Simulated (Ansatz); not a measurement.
# CsTaSb2: the cost of one run

Program: Ansatz 0.2.0. Level of theory: DFT PBE, scalar-relativistic, plane waves, PAW. These are calculated values, not measurements.

## 1. The starting structure

Symmetry: P6_3/mmc, No. 194, hexagonal system. The conventional cell has a = 3.849 Å, b = 3.849 Å, c = 17.227 Å, α = 90.00°, β = 90.00°, γ = 120.00°. Cs (site symmetry -6m2) has 6 Sb at 3.59 Å and 6 Cs at 3.85 Å in its first shell of neighbours. Ta (site symmetry -3m) has 6 Sb at 2.67 Å in its first shell of neighbours. Sb (site symmetry 3m) is surrounded by 3 Ta at 2.67 Å.

Coordinates:

```cif
data_structure
_symmetry_space_group_name_H-M 'P 1'
_symmetry_Int_Tables_number 1
_cell_length_a 3.8491
_cell_length_b 3.8491
_cell_length_c 17.2266
_cell_angle_alpha 90.000
_cell_angle_beta 90.000
_cell_angle_gamma 120.000
_cell_volume 221.02
loop_
_atom_site_label
_atom_site_type_symbol
_atom_site_fract_x
_atom_site_fract_y
_atom_site_fract_z
_atom_site_occupancy
Cs1 Cs 0.33333 0.66667 0.75000 1
Cs2 Cs 0.66667 0.33333 0.25000 1
Ta1 Ta 0.00000 0.00000 0.50000 1
Ta2 Ta 0.00000 0.00000 0.00000 1
Sb1 Sb 0.33333 0.66667 0.41400 1
Sb2 Sb 0.66667 0.33333 0.91400 1
Sb3 Sb 0.66667 0.33333 0.58600 1
Sb4 Sb 0.33333 0.66667 0.08600 1
```

(A quick probe on a coarse mesh, which set the mesh and smearing, is not shown.)

## 3. Coarse relaxation

input.yaml

```yaml
crystal:
  lattice:
    - [3.8490677569, 0.0, 0.0]
    - [-1.9245338785, 3.3333904584, 0.0]
    - [0.0, 0.0, 17.2265969541]
  atoms:
    - { symbol: Cs, position: [0.3333333333, 0.6666666667, 0.75] }
    - { symbol: Cs, position: [0.6666666667, 0.3333333333, 0.25] }
    - { symbol: Ta, position: [0.0, 0.0, 0.5] }
    - { symbol: Ta, position: [0.0, 0.0, 0.0] }
    - { symbol: Sb, position: [0.3333333333, 0.6666666667, 0.414] }
    - { symbol: Sb, position: [0.6666666667, 0.3333333333, 0.914] }
    - { symbol: Sb, position: [0.6666666667, 0.3333333333, 0.586] }
    - { symbol: Sb, position: [0.3333333333, 0.6666666667, 0.086] }
basis:
  ecutwfc: 420
kpoints:
  mp_grid: { grid: [6, 6, 1] }
hamiltonian:
  xc: pbe
scf:
  occupations: { method: gaussian, width: 0.1 }
  lower_state_search: "off"
output:
  forces: true
  stress: true
  eigenvalues: true
relax:
  adjacent_minimum: "off"
  f_tol: 0.04
  max_steps: 70
  cell: { stress_tol: 0.4 }
```

Command:

```console
$ ansatz run input.yaml --threads 1 --pin off --max-ram 2560MiB --backend cpu --events-out ev --progress --plain --runs-dir out
```

**Question.** How long does this run take on 1 thread of Arm Neoverse V1, shared host, and how much memory does it need?

About 37 s, with a peak of 0.54 GiB.
